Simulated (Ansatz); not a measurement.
**Alloy of InP and GaP (44 of 64 In sites exchanged), 128 atoms**

Wanted: the relaxed alloy cell and its gap (PBEsol and HSE06 with spin–orbit coupling).

Program: Ansatz 0.2.0, PAW, plane waves. These are calculated values, not measurements.

## 1. Starting point

128 atoms (20 In, 44 Ga, 64 P); a = 15.768 Å, b = 15.768 Å, c = 15.768 Å, α = 60.00°, β = 60.00°, γ = 60.00°. All atoms were shaken off their sites by about 0.02 Å along each axis; atoms next to an added one may be pushed further to make room.

The runs, in order: (2) PBEsol cell relaxation at the single k point (½, ½, ½), on 1 × NVIDIA GB200 with 8 threads of Arm Neoverse-V2; (3) HSE06 with spin–orbit coupling single point at the Γ point alone, on 1 × NVIDIA GB200 with 8 threads of Arm Neoverse-V2.

## 2. Relaxing cell and atoms with PBEsol

Input file in.yaml:

```yaml
crystal:
  lattice:
    - [0.000000, 11.149479, 11.149479]
    - [11.149479, 0.000000, 11.149479]
    - [11.149479, 11.149479, 0.000000]
  atoms:
    - { symbol: In, position: [0.001145, 0.998684, 0.998388] }
    - { symbol: In, position: [0.999731, 0.500342, 0.500734] }
    - { symbol: In, position: [0.250271, 0.251518, 0.748151] }
    - { symbol: In, position: [0.748463, 0.251191, 0.751240] }
    - { symbol: In, position: [0.250557, 0.749145, 0.752420] }
    - { symbol: In, position: [0.999206, 0.001564, 0.251986] }
    - { symbol: In, position: [0.500309, 0.999490, 0.250096] }
    - { symbol: In, position: [0.748926, 0.250272, 0.000306] }
    - { symbol: In, position: [0.248226, 0.749595, 0.999419] }
    - { symbol: In, position: [0.001677, 0.000486, 0.749041] }
    - { symbol: In, position: [0.250061, 0.250045, 0.501410] }
    - { symbol: In, position: [0.002242, 0.499189, 0.747896] }
    - { symbol: In, position: [0.000444, 0.247132, 0.001281] }
    - { symbol: In, position: [0.998453, 0.754345, 0.998815] }
    - { symbol: In, position: [0.998710, 0.250046, 0.499561] }
    - { symbol: In, position: [0.248217, 0.002899, 0.751831] }
    - { symbol: In, position: [0.749700, 0.999291, 0.748679] }
    - { symbol: In, position: [0.751062, 0.000704, 0.498205] }
    - { symbol: In, position: [0.500549, 0.250385, 0.749929] }
    - { symbol: In, position: [0.003237, 0.749489, 0.748783] }
    - { symbol: Ga, position: [0.499681, 0.998224, 0.001004] }
    - { symbol: Ga, position: [0.001243, 0.500863, 0.000467] }
    - { symbol: Ga, position: [0.000519, 0.999405, 0.498839] }
    - { symbol: Ga, position: [0.250914, 0.251456, 0.247105] }
    - { symbol: Ga, position: [0.499462, 0.501567, 0.999365] }
    - { symbol: Ga, position: [0.502143, 0.001011, 0.498119] }
    - { symbol: Ga, position: [0.747704, 0.253477, 0.251064] }
    - { symbol: Ga, position: [0.249127, 0.750376, 0.250140] }
    - { symbol: Ga, position: [0.498744, 0.500688, 0.501220] }
    - { symbol: Ga, position: [0.749857, 0.749844, 0.250583] }
    - { symbol: Ga, position: [0.750613, 0.750011, 0.749736] }
    - { symbol: Ga, position: [0.249205, 0.251555, 0.998605] }
    - { symbol: Ga, position: [0.998351, 0.499781, 0.249776] }
    - { symbol: Ga, position: [0.500602, 0.499225, 0.250583] }
    - { symbol: Ga, position: [0.748936, 0.751747, 0.999776] }
    - { symbol: Ga, position: [0.500421, 0.000760, 0.749366] }
    - { symbol: Ga, position: [0.748733, 0.251125, 0.497349] }
    - { symbol: Ga, position: [0.248250, 0.752016, 0.500019] }
    - { symbol: Ga, position: [0.501451, 0.500134, 0.749452] }
    - { symbol: Ga, position: [0.748223, 0.752684, 0.499751] }
    - { symbol: Ga, position: [0.249191, 0.002374, 0.247499] }
    - { symbol: Ga, position: [0.501145, 0.249687, 0.999684] }
    - { symbol: Ga, position: [0.748403, 0.999410, 0.250923] }
    - { symbol: Ga, position: [0.250899, 0.500796, 0.249196] }
    - { symbol: Ga, position: [0.498661, 0.753936, 0.000020] }
    - { symbol: Ga, position: [0.499496, 0.249844, 0.498788] }
    - { symbol: Ga, position: [0.748539, 0.499667, 0.251206] }
    - { symbol: Ga, position: [0.000279, 0.749298, 0.501238] }
    - { symbol: Ga, position: [0.252209, 0.496380, 0.750265] }
    - { symbol: Ga, position: [0.501192, 0.750308, 0.500107] }
    - { symbol: Ga, position: [0.751297, 0.501070, 0.748338] }
    - { symbol: Ga, position: [0.250750, 0.999935, 0.999748] }
    - { symbol: Ga, position: [0.748295, 0.001711, 0.000163] }
    - { symbol: Ga, position: [0.998888, 0.251583, 0.249948] }
    - { symbol: Ga, position: [0.250202, 0.501105, 0.000181] }
    - { symbol: Ga, position: [0.249979, 0.999948, 0.499540] }
    - { symbol: Ga, position: [0.499762, 0.250923, 0.249927] }
    - { symbol: Ga, position: [0.748097, 0.498141, 0.000244] }
    - { symbol: Ga, position: [0.001517, 0.750275, 0.248440] }
    - { symbol: Ga, position: [0.999442, 0.250187, 0.749252] }
    - { symbol: Ga, position: [0.250434, 0.499252, 0.500114] }
    - { symbol: Ga, position: [0.500270, 0.749565, 0.251342] }
    - { symbol: Ga, position: [0.748132, 0.499025, 0.500720] }
    - { symbol: Ga, position: [0.499829, 0.749064, 0.752512] }
    - { symbol: P, position: [0.063262, 0.063418, 0.060984] }
    - { symbol: P, position: [0.561582, 0.061095, 0.064025] }
    - { symbol: P, position: [0.060289, 0.564308, 0.063539] }
    - { symbol: P, position: [0.061800, 0.064202, 0.562658] }
    - { symbol: P, position: [0.314774, 0.312356, 0.308851] }
    - { symbol: P, position: [0.563093, 0.565105, 0.061613] }
    - { symbol: P, position: [0.560992, 0.061530, 0.562136] }
    - { symbol: P, position: [0.813208, 0.308840, 0.313478] }
    - { symbol: P, position: [0.064188, 0.560957, 0.564140] }
    - { symbol: P, position: [0.314867, 0.813689, 0.308684] }
    - { symbol: P, position: [0.310984, 0.311976, 0.811657] }
    - { symbol: P, position: [0.561589, 0.563196, 0.561590] }
    - { symbol: P, position: [0.811125, 0.812605, 0.310947] }
    - { symbol: P, position: [0.813045, 0.312269, 0.815253] }
    - { symbol: P, position: [0.313020, 0.814276, 0.810324] }
    - { symbol: P, position: [0.811771, 0.813344, 0.812084] }
    - { symbol: P, position: [0.059516, 0.064046, 0.314535] }
    - { symbol: P, position: [0.313413, 0.312477, 0.063512] }
    - { symbol: P, position: [0.564222, 0.062514, 0.312261] }
    - { symbol: P, position: [0.812426, 0.312808, 0.064469] }
    - { symbol: P, position: [0.063337, 0.564880, 0.310229] }
    - { symbol: P, position: [0.311510, 0.813775, 0.061143] }
    - { symbol: P, position: [0.061010, 0.064053, 0.814332] }
    - { symbol: P, position: [0.310580, 0.313835, 0.563080] }
    - { symbol: P, position: [0.560144, 0.562694, 0.314314] }
    - { symbol: P, position: [0.814291, 0.812278, 0.061664] }
    - { symbol: P, position: [0.561655, 0.064649, 0.811851] }
    - { symbol: P, position: [0.810735, 0.312890, 0.565010] }
    - { symbol: P, position: [0.063083, 0.561138, 0.814576] }
    - { symbol: P, position: [0.313690, 0.813999, 0.562650] }
    - { symbol: P, position: [0.561128, 0.562391, 0.812248] }
    - { symbol: P, position: [0.811715, 0.814185, 0.561883] }
    - { symbol: P, position: [0.061616, 0.315728, 0.060106] }
    - { symbol: P, position: [0.314964, 0.061027, 0.310687] }
    - { symbol: P, position: [0.561571, 0.311822, 0.063007] }
    - { symbol: P, position: [0.812739, 0.063571, 0.312987] }
    - { symbol: P, position: [0.060383, 0.814566, 0.061096] }
    - { symbol: P, position: [0.064099, 0.309360, 0.564482] }
    - { symbol: P, position: [0.312971, 0.561936, 0.313406] }
    - { symbol: P, position: [0.562072, 0.814087, 0.060228] }
    - { symbol: P, position: [0.312537, 0.063325, 0.812006] }
    - { symbol: P, position: [0.561489, 0.311187, 0.561495] }
    - { symbol: P, position: [0.812864, 0.562999, 0.309612] }
    - { symbol: P, position: [0.814210, 0.062953, 0.813817] }
    - { symbol: P, position: [0.061189, 0.813036, 0.561617] }
    - { symbol: P, position: [0.310568, 0.564891, 0.813335] }
    - { symbol: P, position: [0.563899, 0.813590, 0.561657] }
    - { symbol: P, position: [0.812180, 0.562723, 0.811520] }
    - { symbol: P, position: [0.313930, 0.063787, 0.060533] }
    - { symbol: P, position: [0.810640, 0.062981, 0.061680] }
    - { symbol: P, position: [0.057629, 0.316932, 0.311407] }
    - { symbol: P, position: [0.311720, 0.561074, 0.063616] }
    - { symbol: P, position: [0.314038, 0.061976, 0.562235] }
    - { symbol: P, position: [0.561525, 0.312831, 0.314036] }
    - { symbol: P, position: [0.808619, 0.563916, 0.063477] }
    - { symbol: P, position: [0.811706, 0.061819, 0.561749] }
    - { symbol: P, position: [0.064578, 0.811163, 0.310999] }
    - { symbol: P, position: [0.061938, 0.315475, 0.811371] }
    - { symbol: P, position: [0.312249, 0.561235, 0.560994] }
    - { symbol: P, position: [0.562986, 0.812039, 0.311260] }
    - { symbol: P, position: [0.563069, 0.313735, 0.812439] }
    - { symbol: P, position: [0.813415, 0.563846, 0.558506] }
    - { symbol: P, position: [0.063943, 0.812521, 0.811489] }
    - { symbol: P, position: [0.561532, 0.813603, 0.812765] }
kpoints:
  mp_grid: { grid: [1, 1, 1], shift: [0.5, 0.5, 0.5] }
hamiltonian:
  xc: pbesol
scf:
  occupations: { method: fermi_dirac, width: 0.01 }
relax:
  f_tol: 0.03
  max_steps: 80
  escape_saddle: false
  adjacent_minimum: "off"
  cell: { fix: [shape] }
output:
  forces: true
  eigenvalues: true
  populations: true
```

On the command line:

```sh
ansatz run in.yaml --threads 8 --pin off --max-ram 118750MiB --runs-dir r --events-out ev --progress --plain --backend cuda --devices 0, --max-vram 170GiB
```

Further steps of the session: Single point with HSE06 with spin–orbit coupling.

Q: Predict the outcome of this session. Wanted: for each run, top filled to lowest empty.

The runs gave:

```
                         level          time   k points  top filled to lowest empty (eV)
            PBEsol, relaxation   8.5 s (GPU)  (½, ½, ½)                             1.61
HSE06 with spin–orbit coupling  24 min (GPU)          Γ                             2.13
```

| quantity | value |
| --- | --- |
| relaxation | 6 recorded steps, 6.39 eV gained |
| largest shift | 0.20 Å (P90 and others alike) |
| relaxed cell | a = 15.772 Å, b = 15.772 Å, c = 15.772 Å, α = 60.00°, β = 60.00°, γ = 60.00° |
| mean bonds | Ga–P 2.374, In–P 2.510 Å |

Relaxation gains 6.39 eV, with shifts up to 0.20 Å (P90 and others alike), while the volume changes by +0.1 %. Part of this undoes the random shake of the start. The mean lengths of the listed bonds run from Ga–P 2.37 Å to In–P 2.51 Å. The relaxation ran on other k points, so part of any difference from the later rows can come from the mesh. With one k point the spacing samples only the states that fold onto it, so it can exceed the gap over the zone.
